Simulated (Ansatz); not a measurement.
# CH₄S₂Si: one species, many methods

Aim: compute CH₄S₂Si with functionals from several rungs and with coupled cluster. The yardstick is the atomisation energy at the CCSD(T) limit.

Program: Ansatz 0.2.0, Gaussian basis. Level of theory: functionals in def2-TZVPP, the program's frozen cores in correlated methods. These are calculated values, not measurements.

Plan: PBE-D4, r2SCAN-D4, PBE0-D4, B3LYP-D4, ωB97X-V, ωB97M-V, B2PLYP; CCSD(T)/def2-TZVPP; CCSD(T)/def2-QZVPP; extrapolation to the limit.

### 1 The geometry

All runs share one geometry, relaxed beforehand with PBE0-D4 in a triple-zeta def2 set.

8 atoms, charge 0, spin multiplicity 1.

Atoms are counted from 1 here; the program's logs count them from 0.

Bond lengths: C1–S2 1.814 Å, C1–H5 1.089 Å, C1–H6 1.089 Å, C1–H7 1.091 Å, S2–Si3 2.120 Å, Si3–S4 2.149 Å, S4–H8 1.346 Å. Angles: S2–C1–H5 109.0°, S2–C1–H6 109.0°, S2–C1–H7 110.6°, H5–C1–H6 109.5°, H5–C1–H7 109.4°, H6–C1–H7 109.4°, C1–S2–Si3 101.3°, S2–Si3–S4 98.5°, Si3–S4–H8 100.5°.

### 2 PBE-D4 (GGA)

Input file in.yaml:

```yaml
crystal:
  periodic: [false, false, false]
  atoms:
    - {symbol: C, position_ang: [0.544781, 1.373098, 0.604596]}
    - {symbol: S, position_ang: [-0.320620, -0.220655, 0.546499]}
    - {symbol: Si, position_ang: [0.063497, -0.828487, -1.447575]}
    - {symbol: S, position_ang: [-0.989113, -2.701420, -1.416603]}
    - {symbol: H, position_ang: [-0.172985, 2.157598, 0.840499]}
    - {symbol: H, position_ang: [1.308871, 1.333131, 1.379758]}
    - {symbol: H, position_ang: [1.015020, 1.589686, -0.355885]}
    - {symbol: H, position_ang: [-1.449440, -2.702960, -0.151278]}
basis:
  gaussian: {orbitals: def2-TZVPP}
hamiltonian: {xc: pbe, dispersion: d4}
output: {forces: true, orbitals: {seedname: orbitals}}
```

Launch:

```sh
$ ansatz run in.yaml --threads 2 --pin off --events-out ev --progress --plain --max-ram 32768MiB --backend cpu
```

After this run come: r2SCAN-D4 (meta-GGA); PBE0-D4 (hybrid); B3LYP-D4 (hybrid); ωB97X-V (range-separated); ωB97M-V (range-separated); B2PLYP (double hybrid); CCSD(T) in def2-TZVPP; CCSD(T) in def2-QZVPP.

Q: Predict the results of all the runs planned. Wanted: atomisation energy, CCSD(T)/CBS; farthest; mean size of error, hybrid; mean size of error, range-separated; gap, smallest and largest; T1 diagnostic; triples share of the correlation energy.

The runs gave:

| quantity | value |
| --- | --- |
| atomisation energy, CCSD(T)/CBS | 2678.2 kJ/mol |
| functionals within 13.4 kJ/mol (0.5 %) | PBE0-D4, B3LYP-D4, ωB97X-V |
| farthest | PBE-D4 (+60.2 kJ/mol) |
| mean size of error, hybrid | 9.0 kJ/mol |
| mean size of error, range-separated | 18.0 kJ/mol |
| gap, smallest and largest | 3.15 eV (PBE-D4), 9.11 eV (ωB97X-V) |
| T1 diagnostic | 0.0146 |
| triples share of the correlation energy | 4.7 % |

**Reading.** PBE-D4 misses by +60.2 kJ/mol. Double hybrids carry the basis error of their MP2 part in triple zeta, and no dispersion term here, so their miss is partly the set-up's. Misses under about 13.4 kJ/mol are within the doubt on the reference itself, which lacks core-valence correlation, relativity and higher excitations. Hartree-Fock recovers 71 % of the binding; the rest is correlation. Orbital gaps span 3.2 to 9.1 eV; exact exchange widens them.
